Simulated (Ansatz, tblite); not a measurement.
**C19H14N2Se4: one state, many levels**

One table from this session's results is given with a row withheld; the runs are named, their logs left out.

The runs use Ansatz 0.2.0, Gaussian basis; as each input shows.

The runs, in order: GFN1-xTB, GFN2-xTB, PBE-D4/def2-TZVP, r2SCAN-D4/def2-TZVP, PBE-D4/def2-SVP, PBE0-D4/def2-SVP.

1 further run of the same task is left out (set aside as unsound or not needed).

### The relaxed structure

The geometry is that of the singlet, from an earlier relaxation (r2SCAN-D4/def2-SVP).

SMILES `CN(C)c1ccc(-c2ccc(-c3ccc(-c4ccc(C#N)[se]4)[se]3)[se]2)[se]1`, 39 atoms, charge 0, spin multiplicity 1.

Bond lengths: C1–N2 1.446 Å, C1–H26 1.109 Å, C1–H27 1.098 Å, C1–H28 1.104 Å, N2–C3 1.448 Å, N2–C4 1.364 Å, C3–H29 1.102 Å, C3–H30 1.108 Å, C3–H31 1.098 Å, C4–C5 1.392 Å, C4–Se25 1.891 Å, C5–C6 1.413 Å, C5–H32 1.091 Å, C6–C7 1.387 Å, C6–H33 1.093 Å, C7–C8 1.431 Å, C7–Se25 1.897 Å, C8–C9 1.394 Å and more. Angles: N2–C1–H26 112.8°, N2–C1–H27 109.5°, N2–C1–H28 110.0°, H26–C1–H27 108.7°, H26–C1–H28 108.1°, H27–C1–H28 107.5°, C1–N2–C3 119.3°, C1–N2–C4 119.8°, C3–N2–C4 117.8°, N2–C3–H29 110.3°, N2–C3–H30 112.4°, N2–C3–H31 109.2°, H29–C3–H30 108.1°, H29–C3–H31 108.1°, H30–C3–H31 108.7°, N2–C4–C5 128.1°, N2–C4–Se25 121.3°, C5–C4–Se25 110.6° and more.

Geometry (Å):

```xyz
39
charge 0, multiplicity 1
C    -6.8268    0.7643    2.0146
N    -6.7787    0.4646    0.6009
C    -7.9897    0.0502   -0.0767
C    -5.5852    0.1683    0.0102
C    -5.3617   -0.3653   -1.2564
C    -4.0016   -0.5227   -1.6050
C    -3.0611   -0.1529   -0.6552
C    -1.6341   -0.2141   -0.7488
C    -0.8655   -0.6342   -1.8331
C     0.5294   -0.6001   -1.6480
C     0.9798   -0.1479   -0.4128
C     2.3173    0.0027    0.0617
C     2.7572    0.4502    1.3047
C     4.1529    0.4942    1.4861
C     4.9247    0.0876    0.4052
C     6.3496    0.0246    0.2900
C     7.1140   -0.3863   -0.7992
C     8.5117   -0.3407   -0.6255
C     8.9383    0.1109    0.6146
C    10.2607    0.2617    1.0697
N    11.3563    0.3901    1.4587
Se    7.4713    0.5361    1.7180
Se    3.8013   -0.4193   -1.0299
Se   -0.5052    0.2916    0.6758
Se   -3.9454    0.4848    0.8978
H    -6.6263   -0.1221    2.6495
H    -7.8175    1.1638    2.2708
H    -6.0819    1.5399    2.2625
H    -8.0047    0.4437   -1.1057
H    -8.0892   -1.0520   -0.1286
H    -8.8585    0.4582    0.4563
H    -6.1737   -0.6452   -1.9291
H    -3.7000   -0.9269   -2.5749
H    -1.3231   -0.9692   -2.7668
H     1.2286   -0.9066   -2.4323
H     2.0547    0.7460    2.0891
H     4.6081    0.8300    2.4230
H     6.6507   -0.7228   -1.7309
H     9.2234   -0.6352   -1.4001
```

PBE0-D4/def2-TZVP was run before; its log isn't repeated, and its numbers join the tables.

Set-up of the first run:

Tight binding, by tblite at 300 K electronic temperature and without a spin-polarisation term:

```python
tblite.interface.Calculator('GFN1-xTB', numbers, positions, charge=0, uhf=0).singlepoint()
```

Tight binding, by tblite at 300 K electronic temperature and without a spin-polarisation term:

```python
tblite.interface.Calculator('GFN2-xTB', numbers, positions, charge=0, uhf=0).singlepoint()
```

start.molden holds the orbitals of an earlier run on this state, given as this run's starting guess.

in.yaml reads:

```yaml
crystal:
  periodic: [false, false, false]
  atoms:
    - {symbol: C, position_ang: [-6.826791, 0.764345, 2.014631]}
    - {symbol: N, position_ang: [-6.778661, 0.464584, 0.600863]}
    - {symbol: C, position_ang: [-7.989731, 0.050240, -0.076740]}
    - {symbol: C, position_ang: [-5.585222, 0.168315, 0.010192]}
    - {symbol: C, position_ang: [-5.361702, -0.365331, -1.256407]}
    - {symbol: C, position_ang: [-4.001591, -0.522741, -1.605024]}
    - {symbol: C, position_ang: [-3.061091, -0.152876, -0.655231]}
    - {symbol: C, position_ang: [-1.634111, -0.214102, -0.748767]}
    - {symbol: C, position_ang: [-0.865523, -0.634185, -1.833144]}
    - {symbol: C, position_ang: [0.529408, -0.600101, -1.648009]}
    - {symbol: C, position_ang: [0.979771, -0.147947, -0.412823]}
    - {symbol: C, position_ang: [2.317280, 0.002683, 0.061655]}
    - {symbol: C, position_ang: [2.757235, 0.450162, 1.304654]}
    - {symbol: C, position_ang: [4.152914, 0.494208, 1.486120]}
    - {symbol: C, position_ang: [4.924687, 0.087602, 0.405247]}
    - {symbol: C, position_ang: [6.349569, 0.024623, 0.290044]}
    - {symbol: C, position_ang: [7.114028, -0.386281, -0.799177]}
    - {symbol: C, position_ang: [8.511729, -0.340711, -0.625527]}
    - {symbol: C, position_ang: [8.938277, 0.110949, 0.614615]}
    - {symbol: C, position_ang: [10.260692, 0.261657, 1.069747]}
    - {symbol: N, position_ang: [11.356256, 0.390138, 1.458662]}
    - {symbol: Se, position_ang: [7.471250, 0.536106, 1.718014]}
    - {symbol: Se, position_ang: [3.801286, -0.419301, -1.029921]}
    - {symbol: Se, position_ang: [-0.505187, 0.291560, 0.675783]}
    - {symbol: Se, position_ang: [-3.945369, 0.484773, 0.897761]}
    - {symbol: H, position_ang: [-6.626285, -0.122144, 2.649467]}
    - {symbol: H, position_ang: [-7.817450, 1.163789, 2.270831]}
    - {symbol: H, position_ang: [-6.081862, 1.539896, 2.262461]}
    - {symbol: H, position_ang: [-8.004723, 0.443664, -1.105734]}
    - {symbol: H, position_ang: [-8.089155, -1.051959, -0.128565]}
    - {symbol: H, position_ang: [-8.858508, 0.458240, 0.456297]}
    - {symbol: H, position_ang: [-6.173671, -0.645157, -1.929058]}
    - {symbol: H, position_ang: [-3.700045, -0.926943, -2.574926]}
    - {symbol: H, position_ang: [-1.323093, -0.969183, -2.766777]}
    - {symbol: H, position_ang: [1.228586, -0.906583, -2.432349]}
    - {symbol: H, position_ang: [2.054720, 0.746038, 2.089082]}
    - {symbol: H, position_ang: [4.608072, 0.830002, 2.423041]}
    - {symbol: H, position_ang: [6.650660, -0.722840, -1.730856]}
    - {symbol: H, position_ang: [9.223358, -0.635202, -1.400121]}
basis:
  gaussian: {orbitals: def2-TZVP, fitting: {mean_field: def2-universal-jkfit}, initial_orbitals: start.molden}
hamiltonian: {xc: pbe, dispersion: d4}
scf: {omitted_lower_state_checks: [starts]}
output: {forces: true, orbitals: {seedname: orbitals}}
```

On the command line:

```sh
ansatz run in.yaml --threads 2 --pin off --events-out ev --progress --plain --max-ram 32768MiB --backend cuda --devices 0, --max-vram 18GiB
```

Steps of the session up to this table: PBE-D4/def2-TZVP; r2SCAN-D4/def2-TZVP; PBE-D4/def2-SVP; PBE0-D4/def2-SVP.

One of the session's tables, all rows but one given; the rest of the session is left out.

It belongs to the step «Binding energy». 

| level | binding an atom (eV) |
| --- | --- |
| PBE-D4/def2-SVP | 5.179 |
| PBE-D4/def2-TZVP | ? |
| r2SCAN-D4/def2-TZVP | 4.909 |
| PBE0-D4/def2-SVP | 5.032 |
| PBE0-D4/def2-TZVP | 4.960 |

**Question.** Estimate the row for PBE-D4/def2-TZVP.

The run gave: binding an atom (eV): 5.107. In the column «binding an atom (eV)» it lies between PBE0-D4/def2-SVP (5.032) and PBE-D4/def2-SVP (5.179).

Caveats from the session: Free atoms were run apart at each level; binding is atoms less cluster, divided by the number of atoms, without zero-point or spin-orbit terms.
